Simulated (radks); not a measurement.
# Ionisation of Ca⁹⁺: one atom, several choices of exchange strength α

One table from this session's results is given with a row withheld; the runs are named, their logs left out.

Method: non-relativistic Kohn-Sham, spin-polarised, spherical densities, point nucleus; open shells are filled with parallel spins first. Code: radks (a radial shooting solver on a logarithmic mesh, Libxc functionals) version 1.

## The atom as given

* element: calcium (Z = 20)
* charge: +9
* electrons: 11
* configuration: [Ne] 3s1
* ion: Ca¹⁰⁺, [Ne]
* choices: α = 0.667; α = 0.687; α = 0.73; α = 0.75; α = 0.783; α = 1.046

Outer shells as boxes (Hund's rule):

Ca⁹⁺
```
[Ne] core
3s [↑ ]
```

Ca¹⁰⁺
```
[He] core
2s [↑↓]
2p [↑↓][↑↓][↑↓]
```

The first run:

Settings of this run:

```text
Z 20
configuration [Ne] 3s1
relativity non-relativistic
functional xalpha 0.667
spin polarised
nucleus point
```

Steps of the session up to this table: α = 0.667: Ca⁹⁺.

One table of the session follows, with a row left open; its other results are not shown here.

It belongs to the step «α = 0.667: Ca⁹⁺». Radial moments (bohr):

| level | <r> | outermost maximum (interpolated) | 90 % within | nodes |
| --- | --- | --- | --- | --- |
| 1s up | 0.07751 | 0.0509 | 0.138 | 0 |
| 1s down | 0.07751 | 0.0509 | 0.138 | 0 |
| 2s up | 0.3639 | 0.301 | 0.565 | 1 |
| 2s down | 0.3633 | 0.301 | 0.564 | 1 |
| 2p up | 0.3240 | 0.245 | 0.533 | 0 |
| 2p down | 0.3234 | 0.245 | 0.531 | 0 |
| 3s up | ? | ? | ? | ? |
| 3s down | 0.9790 | 0.899 | 1.43 | 2 |

**Question.** Estimate the row for 3s up.

**Answer.** <r>: 0.9815; outermost maximum (interpolated): 0.907; 90 % within: 1.43; nodes: 2. In the column «<r>» it is the highest.
